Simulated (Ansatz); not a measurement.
# CH4AlNS: small, medium and large basis sets

How large a basis does CH4AlNS need? Two functionals are run in growing sets.

Method: one geometry, several basis sets; program: Ansatz 0.2.0, Gaussian basis.

Levels to be run: PBE0-D4/def2-SVP; ωB97M-V/def2-SVP; PBE0-D4/def2-QZVPP; ωB97M-V/def2-QZVPP; the functionals' def2-TZVPP values are taken from earlier runs.

## Step 1: The relaxed structure

The geometry comes from an earlier relaxation with PBE0-D4 in a triple-zeta def2 set; it is a stationary point, not always the lowest conformer.

SMILES `[AlH2]/[N]=C\S`, 8 atoms, charge 0, spin multiplicity 1.

Atoms are counted from 1 here; the program's logs count them from 0.

Bond lengths: Al1–N2 1.749 Å, Al1–H5 1.580 Å, Al1–H6 1.580 Å, N2–C3 1.238 Å, C3–S4 1.773 Å, C3–H7 1.099 Å, S4–H8 1.343 Å. Angles: N2–Al1–H5 117.5°, N2–Al1–H6 117.5°, H5–Al1–H6 125.0°, Al1–N2–C3 176.4°, N2–C3–S4 123.2°, N2–C3–H7 124.0°, S4–C3–H7 112.8°, C3–S4–H8 96.3°.

Coordinates:

```
Al   -0.1907    1.9248   -0.4846
N    -0.2285    0.2248   -0.0756
C    -0.1771   -0.9764    0.2180
S     1.3440   -1.8424    0.5026
H    -0.1254    2.3056   -2.0162
H    -0.2577    2.9627    0.7043
H    -1.0603   -1.6198    0.3306
H     0.7879   -3.0364    0.7650
```

## Step 2: PBE0-D4 in def2-SVP

The input, in.yaml:

```yaml
crystal:
  periodic: [false, false, false]
  atoms:
    - {symbol: Al, position_ang: [-0.190717, 1.924754, -0.484578]}
    - {symbol: N, position_ang: [-0.228509, 0.224813, -0.075597]}
    - {symbol: C, position_ang: [-0.177066, -0.976370, 0.218048]}
    - {symbol: S, position_ang: [1.343997, -1.842378, 0.502646]}
    - {symbol: H, position_ang: [-0.125443, 2.305628, -2.016223]}
    - {symbol: H, position_ang: [-0.257698, 2.962720, 0.704287]}
    - {symbol: H, position_ang: [-1.060287, -1.619822, 0.330618]}
    - {symbol: H, position_ang: [0.787924, -3.036447, 0.765000]}
basis:
  gaussian: {orbitals: def2-SVP}
hamiltonian: {xc: pbe0, dispersion: d4}
output: {orbitals: {seedname: orbitals}}
```

Launch:

```bash
> ansatz run in.yaml --threads 2 --pin off --events-out ev --progress --plain --max-ram 4352MiB
```

Further steps of the session: ωB97M-V in def2-SVP; PBE0-D4 in def2-QZVPP; ωB97M-V in def2-QZVPP.

**Question.** What will the summary of the whole plan be? Wanted: PBE0-D4: double and triple zeta above quadruple; ωB97M-V: double and triple zeta above quadruple.

The runs gave:

| quantity | value |
| --- | --- |
| PBE0-D4: double and triple zeta above quadruple | 9.70, 0.68 eV |
| ωB97M-V: double and triple zeta above quadruple | 9.75, 0.65 eV |

For PBE0-D4 the step from double to triple zeta gains 9.02 eV and the next only 0.68 eV. Total energies overstate the basis error of differences, where much of it tends to cancel. The LUMO of ωB97M-V is positive and keeps falling with the basis (0.97 to 0.43 eV): an unbound level that the basis holds in place.
